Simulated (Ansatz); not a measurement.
# AlClF2 (SMILES [F][Al]([F])[Cl]) at CCSD(T)/def2-SVPD

What is the energy change on altering one bond length of AlClF2 at CCSD(T)/def2-SVPD? 

Program for the calculation: Ansatz 0.2.0.

46 further runs of the same task are left out: 46 set aside as unsound or not needed.

## Step 1: The molecule

AlClF2: 4 atoms, total charge 0, spin state singlet. As SMILES, `[F][Al]([F])[Cl]`. The coordinates come from a PBE0-D4/def2-TZVP relaxation.

Bond lengths: F1–Al2 1.631 Å, Al2–F3 1.631 Å, Al2–Cl4 2.061 Å. Angles: F1–Al2–F3 119.0°, F1–Al2–Cl4 120.5°, F3–Al2–Cl4 120.5°.

## Step 2: A single-point energy at CCSD(T)/def2-SVPD

Contents of job.yaml:

```yaml
crystal:
  periodic: [false, false, false]
  atoms:
    - symbol: F
      position_ang: [0.997200, 0.721760, 1.149640]
    - symbol: Al
      position_ang: [0.069280, -0.050750, 0.053570]
    - symbol: F
      position_ang: [0.273490, -1.653820, -0.164660]
    - symbol: Cl
      position_ang: [-1.339980, 0.982810, -1.038560]
basis:
  gaussian:
    orbitals: def2-SVPD
scf:
  omitted_lower_state_checks: [cluster_reference, increment]
correlation:
  method: ccsd_t
  frozen_orbitals: {Al: 5, Cl: 5, F: 1}
accuracy: high
```

The run is started by

```
ansatz run job.yaml --threads 1 --pin off --max-ram 3480MiB --events-out events.jsonl --progress --plain --runs-dir runs
```

The log of the run, cut to the lines that bear on the results:

```text
Warning: RAYON_NUM_THREADS=1 ignored (pool sized by the plan → 1); use --threads N
Functional definition: HF
  name "HF"
[...]
1804 factors; integrals over basis functions are off by at most 3.3e-9 eV
[...]
mean field -24494.71558985 eV, -900.1641948124 hartree, gradient 3.2e-8 eV, S^2 0.000000; 0 other end points of the search recorded, 0 dependent functions left out
12 core orbitals not correlated: weight in the atoms' cores, before any rotation towards them, 1.000 or more for the frozen orbitals, at most 0.000 for the correlated occupied ones
reference -24494.71558985 eV, -900.1641948124 hartree; 12, 12 occupied and 73, 73 virtual orbitals, 1804 factors
second order -16.17358682 eV of doubles, -0.00000000 eV of singles
cycle   1  -16.17126813 eV  change    2.3e-3 eV  update   9.7e-2
[...]
cycle  19  -16.56417086 eV  change  -4.2e-10 eV  update   1.8e-9
perturbative correction -0.35743607 eV, -0.0131355333 hartree
Total energy: -24511.63719678 eV, -900.7860523972 hartree
Checks for a lower state left out: cluster_reference, increment
```

It took 16 s on 1 thread of Arm Neoverse V2, shared host; peak memory 0.57 GiB.

## Step 3: The distorted shape at the same level

job.yaml, as its differences from that of step 2:

```diff
@@ -4,3 +4,3 @@
     - symbol: F
-      position_ang: [0.997200, 0.721760, 1.149640]
+      position_ang: [1.136386, 0.837635, 1.314049]
     - symbol: Al
@@ -14,4 +14,2 @@
     orbitals: def2-SVPD
-scf:
-  omitted_lower_state_checks: [cluster_reference, increment]
 correlation:
@@ -20 +18,3 @@
 accuracy: high
+scf:
+  omitted_lower_state_checks: [cluster_reference, increment]
```

The run is started by

```
ansatz run job.yaml --threads 1 --pin off --max-ram 3480MiB --events-out events.jsonl --progress --plain --runs-dir runs
```

The log of the run, cut to the lines that bear on the results:

```text
Warning: RAYON_NUM_THREADS=1 ignored (pool sized by the plan → 1); use --threads N
[... 2 set-up lines as earlier in the session ...]
[...]
1799 factors; integrals over basis functions are off by at most 3.6e-9 eV
[...]
mean field -24494.06475267 eV, -900.1402769874 hartree, gradient 3.2e-8 eV, S^2 0.000000; 0 other end points of the search recorded, 0 dependent functions left out
12 core orbitals not correlated: weight in the atoms' cores, before any rotation towards them, 1.000 or more for the frozen orbitals, at most 0.000 for the correlated occupied ones
reference -24494.06475267 eV, -900.1402769874 hartree; 12, 12 occupied and 73, 73 virtual orbitals, 1799 factors
second order -16.39256749 eV of doubles, -0.00000000 eV of singles
cycle   1  -16.30355043 eV  change    8.9e-2 eV  update   1.1e-1
[...]
cycle  19  -16.74068076 eV  change   9.1e-11 eV  update   2.6e-9
perturbative correction -0.38553661 eV, -0.0141682090 hartree
Total energy: -24511.19097004 eV, -900.7696538671 hartree
Checks for a lower state left out: cluster_reference, increment
```

Run time: 16 s. Hardware: 1 thread of Arm Neoverse V2, shared host; peak memory 0.56 GiB.

## Step 4: Summary of results

At CCSD(T)/def2-SVPD, 12 core orbitals frozen:

```
                                                          quantity          value
                                         first shape: total energy  -900.78605 Eh
         first shape: correlation energy (12 core orbitals frozen)     -621.9 mEh
                                       first shape: (T) correction     -13.14 mEh
                                        first shape: T1 diagnostic          0.014
                                     distorted shape: total energy  -900.76965 Eh
     distorted shape: correlation energy (12 core orbitals frozen)     -629.4 mEh
                                   distorted shape: (T) correction     -14.17 mEh
                                    distorted shape: T1 diagnostic          0.015
energy change with the F1–Al2 bond stretched from 1.631 to 1.875 Å       0.446 eV
```

What this shows: With the F1–Al2 bond stretched from 1.631 to 1.875 Å the energy rises by 0.45 eV (43.1 kJ/mol). The first shape isn't relaxed at this level, so the change isn't measured from a minimum. The triples (first shape) make up 2.1 % of the correlation energy. The triples (distorted shape) make up 2.3 % of the correlation energy.
